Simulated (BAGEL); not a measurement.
# HF/3-21G (density fitting with qzvpp-jkfit) run of GaH2BrCl− (SMILES [Cl][GaH2-][Br])

What is the energy change on altering one bond length of GaH2BrCl− at HF/3-21G (density fitting with qzvpp-jkfit)? 

The results are computed with BAGEL 1.2.2.

10 further runs of the same task are left out: 7 that didn't finish, 3 set aside as unsound or not needed.

**1. Starting point**

GaH2BrCl−: 5 atoms, total charge -1, spin state singlet. SMILES: `[Cl][GaH2-][Br]`. Geometry: a GFN2-xTB relaxation, a rough one for these elements and not checked as a minimum.

Bond lengths: Cl1–Ga2 2.141 Å, Ga2–Br3 2.318 Å, Ga2–H4 1.575 Å, Ga2–H5 1.575 Å. Angles: Cl1–Ga2–Br3 110.6°, Cl1–Ga2–H4 110.5°, Cl1–Ga2–H5 110.6°, Br3–Ga2–H4 106.3°, Br3–Ga2–H5 106.3°, H4–Ga2–H5 112.5°.

**2. A single-point energy at HF/3-21G (density fitting with qzvpp-jkfit)**

Input file input.json:

```json
{ "bagel": [

{
  "title": "molecule",
  "basis": "3-21g",
  "df_basis": "qzvpp-jkfit",
  "angstrom": "true",
  "geometry": [
    { "atom": "Cl", "xyz": [      -1.629090,      -0.391110,       1.270210 ] },
    { "atom": "Ga", "xyz": [      -0.057620,       0.132860,      -0.085540 ] },
    { "atom": "Br", "xyz": [       1.749250,      -1.296680,       0.169090 ] },
    { "atom": "H", "xyz": [      -0.540440,      -0.026610,      -1.575910 ] },
    { "atom": "H", "xyz": [       0.477900,       1.581530,       0.222150 ] }
  ]
},

{
  "title": "hf",
  "charge": -1
},

{
  "title": "print",
  "file": "orbitals.molden",
  "orbitals": "true"
}

]}
```

The run is started by

```console
$ BAGEL_NUM_THREADS=1 BAGEL input.json > input.out
```

Output:

```text
* using 1 threads per process

  ===============================================================
  ===============================================================

  *** Geometry ***

  { "atom" : "Cl", "xyz" : [     -3.078534,     -0.739091,      2.400349 ] },
  { "atom" : "Ga", "xyz" : [     -0.108886,      0.251069,     -0.161647 ] },
  { "atom" : "Br", "xyz" : [      3.305603,     -2.450370,      0.319534 ] },
  { "atom" : "H", "xyz" : [     -1.021284,     -0.050286,     -2.978038 ] },
  { "atom" : "H", "xyz" : [      0.903100,      2.988659,      0.419803 ] },

  Number of auxiliary basis functions:      696

  Since a DF basis is specified, we compute 2- and 3-index integrals:
    o Being stored without compression. Storage requirement is 0.021 GB

  Number of basis functions:       61
  Number of electrons      :       85

    * METHOD: MOLECULE                             0.30

  *** RHF ***

  === Nuclear Repulsion ===
   502.5093280532

      * DIIS with orbital gradients will be used.

  === RHF iteration (3-21g) ===
      0      -4932.46113473          0.00644436           0.13
      1      -4932.50179197          0.00199203           0.11
      2      -4932.50532212          0.00043043           0.11
      3      -4932.50554287          0.00005293           0.12
      4      -4932.50554668          0.00001196           0.11
      5      -4932.50554695          0.00000243           0.11
      6      -4932.50554696          0.00000054           0.12
      7      -4932.50554696          0.00000007           0.12
      8      -4932.50554696          0.00000001           0.11
      9      -4932.50554696          0.00000000           0.11
    * SCF iteration converged.

    * Permanent dipole moment:
           (   -0.632433,     0.131492,     0.238141) a.u.

    * METHOD: HF                                   1.39

    * METHOD: PRINT                                0.01

  ===============================================================
```

It took 2 s on 1 thread of AMD EPYC 9R14 (Zen 4), shared host; peak memory 0.15 GiB.

**3. The distorted shape at the same level**

Input file calc.json:

```json
{ "bagel" : [

{
  "title" : "molecule",
  "basis" : "3-21g",
  "df_basis" : "qzvpp-jkfit",
  "angstrom" : true,
  "geometry" : [
    { "atom" : "Cl", "xyz" : [      -3.797306,       1.324316,       0.964658 ] },
    { "atom" : "Ga", "xyz" : [      -2.225836,       1.848286,      -0.391092 ] },
    { "atom" : "Br", "xyz" : [       1.749250,      -1.296680,       0.169090 ] },
    { "atom" : "H", "xyz" : [      -2.708656,       1.688816,      -1.881462 ] },
    { "atom" : "H", "xyz" : [      -1.690316,       3.296956,      -0.083402 ] }
  ]
},

{
  "title" : "hf",
  "charge" : -1
},

{
  "title" : "print",
  "file" : "orbitals.molden",
  "orbitals" : true
}

]}
```

The run is started by

```console
$ BAGEL_NUM_THREADS=1 BAGEL calc.json > calc.out
```

Output:

```text
* using 1 threads per process

  ===============================================================
  ===============================================================

  *** Geometry ***

  { "atom" : "Cl", "xyz" : [     -7.175868,      2.502595,      1.822939 ] },
  { "atom" : "Ga", "xyz" : [     -4.206220,      3.492754,     -0.739057 ] },
  { "atom" : "Br", "xyz" : [      3.305603,     -2.450370,      0.319534 ] },
  { "atom" : "H", "xyz" : [     -5.118618,      3.191400,     -3.555448 ] },
  { "atom" : "H", "xyz" : [     -3.194234,      6.230344,     -0.157607 ] },

  Number of auxiliary basis functions:      696

  Since a DF basis is specified, we compute 2- and 3-index integrals:
    o Being stored without compression. Storage requirement is 0.021 GB

  Number of basis functions:       61
  Number of electrons      :       85

    * METHOD: MOLECULE                             0.28

  *** RHF ***

  === Nuclear Repulsion ===
   327.1136108862

      * DIIS with orbital gradients will be used.

  === RHF iteration (3-21g) ===
      0      -4932.34612959          0.00738521           0.13
      1      -4932.41219226          0.00234280           0.11
      2      -4932.41748611          0.00056442           0.11
      3      -4932.41787242          0.00012426           0.12
      4      -4932.41789739          0.00003737           0.11
      5      -4932.41790094          0.00000941           0.11
      6      -4932.41790123          0.00000234           0.11
      7      -4932.41790125          0.00000044           0.11
      8      -4932.41790125          0.00000015           0.12
      9      -4932.41790125          0.00000005           0.12
     10      -4932.41790125          0.00000001           0.11
     11      -4932.41790125          0.00000000           0.12
    * SCF iteration converged.

    * Permanent dipole moment:
           (    3.035778,    -2.670142,     0.665541) a.u.

    * METHOD: HF                                   1.62

    * METHOD: PRINT                                0.01

  ===============================================================
```

It took 2.2 s on 1 thread of AMD EPYC 9R14 (Zen 4), shared host; peak memory 0.15 GiB.

**4. Summary of results**

At HF/3-21G (density fitting with qzvpp-jkfit):

```
                                                              quantity           value
                                             first shape: total energy  -4932.50555 Eh
                                              first shape: HOMO energy        -5.41 eV
                                              first shape: LUMO energy         8.11 eV
    first shape: HOMO–LUMO gap (to an unbound level, set by the basis)        13.52 eV
                                         distorted shape: total energy  -4932.41790 Eh
                                          distorted shape: HOMO energy        -3.05 eV
                                          distorted shape: LUMO energy         3.00 eV
distorted shape: HOMO–LUMO gap (to an unbound level, set by the basis)         6.05 eV
   energy change with the Ga2–Br3 bond stretched from 2.318 to 5.100 Å        2.385 eV
```

With the Ga2–Br3 bond stretched from 2.318 to 5.100 Å the energy rises by 2.38 eV (230 kJ/mol). The first shape isn't relaxed at this level, so the change isn't measured from a minimum.
